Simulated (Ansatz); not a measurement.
## Ga₂Cu, space group P4/mmm: a point defect in a supercell

Computed with Ansatz 0.2.0 through its Python package.

`defect.py`:
```python
"""Point defect (vacancy) in Ga2Cu."""

import ansatz
import numpy as np


def main() -> None:
    structure = (
        ansatz.Lattice.of([2.83, 0.0, 0.0], [0.0, 2.83, 0.0], [0.0, 0.0, 5.839])
        .atom("Ga", [0.5, 0.5, 0.295])
        .atom("Ga", [0.5, 0.5, 0.705])
        .atom("Cu", [0.0, 0.0, 0.0])
    )
    host = structure.supercell(2, 2, 1)
    defective = host.vacancy("Ga", at=[0.5, 0.5, 0.295])

    def with_settings(structure):
        return (
            structure.calculation()
            .basis(16 * ansatz.Ha)
            .kpoints(length=13)
            .functional("lda")
            .occupations(ansatz.OccupationsMethod.GAUSSIAN, width=0.05)
            .band_table()
        )


    perfect = with_settings(host).run().report
    model = with_settings(defective).relax(force_tolerance=0.05, max_steps=40)
    outcome = model.run()
    rep = outcome.report

    n_host, n_defect = len(perfect["lattice"]["sites"]), len(rep["lattice"]["sites"])
    print(f"perfect cell: {n_host} atoms, F = {perfect['free_energy_ev']:.4f} eV")
    print(f"defect cell:  {n_defect} atoms, F = {rep['free_energy_ev']:.4f} eV")
    # chemical potentials are still to be added to this difference
    print(f"difference {rep['free_energy_ev'] - perfect['free_energy_ev']:.4f} eV (no chemical potentials)")

    for site in outcome.lattice.sites:
        print(f"{site.symbol:2s}", " ".join(f"{v:8.4f}" for v in site.position_ang))

    for label, run in (("perfect", perfect), ("defect", rep)):
        levels, filled = np.array(run["eigenvalues_ev"][0]), np.array(run["occupations"][0])
        top = int(np.argmin(np.abs(levels - run["fermi_energy_ev"])))
        window = slice(max(top - 3, 0), top + 4)
        print(label, "levels near E_F at the first k-point:", ", ".join(f"{e - run['fermi_energy_ev']:.2f} ({f:.2f})" for e, f in zip(levels[window], filled[window])))


if __name__ == "__main__":
    main()
```

```console
$ python defect.py
perfect cell: 12 atoms, F = -55879.2161 eV
defect cell:  11 atoms, F = -52171.5181 eV
difference 3707.6980 eV (no chemical potentials)
Ga   1.4150   1.4150   4.2170
Cu   0.0015   0.0015   0.0056
Ga   1.4150   4.2450   1.5936
Ga   1.4150   4.2450   4.1829
Cu   0.0015   2.8285   0.0056
Ga   4.2450   1.4150   1.5936
Ga   4.2450   1.4150   4.1829
Cu   2.8285   0.0015   0.0056
Ga   4.2450   4.2450   1.6471
Ga   4.2450   4.2450   4.1941
Cu   2.8285   2.8285   0.0056
perfect levels near E_F at the first k-point: -2.32 (2.00), -1.08 (2.00), -1.08 (2.00), 0.94 (0.00), 1.54 (0.00), 1.54 (0.00), 2.13 (0.00)
defect levels near E_F at the first k-point: -0.79 (2.00), -0.74 (2.00), -0.66 (2.00), 0.41 (0.00), 2.43 (0.00), 2.43 (0.00), 2.60 (0.00)
```

Total energies depend on the potentials; only differences at equal settings carry meaning. A total without «per atom» is that of the whole cell that was run. Spin is left out of this run. The computed bands are complete only to about 2.9 eV above the Fermi level. For a metal this mesh is far too coarse, so the numbers only illustrate the procedure. The difference holds no chemical potentials. Errors of mesh and smearing per atom add up over the supercell, so the energy can be off by tenths of an eV. Each cell's levels count from its own Fermi level and aren't aligned; one k-point can hide that the defect cell is metallic. The starting cell is as deposited in a crystallographic database; the results hold for this polymorph, which needn't be the stable one. Gaps and levels are Kohn-Sham values on a finite set of k-points, without spin-orbit coupling. The supercell is small, so the defect meets its images and the energies aren't those of an isolated defect; a partly filled defect level may also lower its energy by spin or distortion. For a charged cell the difference holds no correction, alignment or term for the electrons' reservoir. Wall time of the script: 40 s on 1 thread of Arm Neoverse V1 (shared host), peak memory 0.55 GiB.
